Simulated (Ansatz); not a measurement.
**TiC: a tetragonal deformation path**

The task here is to estimate one member of a computed series from the others.

Method: DFT r2SCAN, scalar-relativistic, plane waves, PAW, in Ansatz 0.2.0.

1 further run of the same task is left out (set aside as unsound or not needed).

**The structure to begin with**

Symmetry: Fm-3m, No. 225, cubic system. The conventional cell has a = 4.328 Å, b = 4.328 Å, c = 4.328 Å, α = 90.00°, β = 90.00°, γ = 90.00°. Ti (site symmetry m-3m) has 6 C at 2.16 Å as nearest neighbours. Around C (site symmetry m-3m) lie 6 Ti at 2.16 Å.

As a file:

```
CELL_PARAMETERS angstrom
0.00000 2.16400 2.16400
2.16400 0.00000 2.16400
2.16400 2.16400 0.00000
ATOMIC_POSITIONS crystal
Ti 0.00000 0.00000 0.00000
C 0.50000 0.50000 0.50000
```

The cell is taken as given, not relaxed at this level.

The first run:

The input, input.yaml:

```yaml
crystal:
  lattice:
    - [0.0, 2.164, 2.164]
    - [2.164, 0.0, 2.164]
    - [2.164, 2.164, 0.0]
  atoms:
    - { symbol: Ti, position: [0.0, 0.0, 0.0] }
    - { symbol: C, position: [0.5, 0.5, 0.5] }
basis:
  ecutwfc: 500
kpoints:
  mp_grid: { grid: [20, 20, 20] }
hamiltonian:
  xc: r2scan
scf:
  occupations: { method: gaussian, width: 0.15 }
output:
  forces: true
  stress: true
  eigenvalues: true
  write_density: true
  write_potential: true
  elf: true
  volumetric_format: npy
```

Started as:

```
> ansatz run input.yaml --threads 1 --pin off --max-ram 2560MiB --backend cpu --events-out ev --progress --plain --runs-dir out
```

Among the steps run: Zero of the scan; ρ = 0.707; ρ = 1.414; ρ = 0.850; At ρ = 1.200; Point ρ = 0.780; Point ρ = 1.300; At ρ = 0.920; ρ = 1.100; ρ = 0.650; Point ρ = 1.500; ρ = 0.960; At ρ = 1.050.

One of the session's tables, all rows but one given; the rest of the session is left out.

It belongs to the step «The scan collected». The scan, with free energies counted from the undisturbed cell:

```
    ρ  ΔE (meV/atom)  pressure (GPa)
0.650         2525.0            78.0
0.707         1563.6            56.7
0.780          719.9            30.8
0.850          274.9            13.3
0.920           65.1             3.4
0.960              ?               ?
1.000            0.0             0.0
1.050           19.1             1.1
1.100           70.2             4.3
1.200          248.2            15.6
1.300          512.2            31.7
1.414          903.2            54.1
1.500         1252.3            72.8
```

Q: Estimate the row for ρ = 0.960 from the others.

Worked estimate for «ΔE (meV/atom)». A straight line through the neighbours (0.920, 65.1) and (1.000, 0.0) gives 65.1 + (0.0 − 65.1) × (0.960 − 0.920) / (1.000 − 0.920) = 32.6; a parabola fitted to 4 rows on both sides gives 11.9.

**Answer.** ΔE (meV/atom): 14.8; pressure (GPa): 0.8. In «ΔE (meV/atom)» the line misses by +17.8 and the parabola by -2.9.
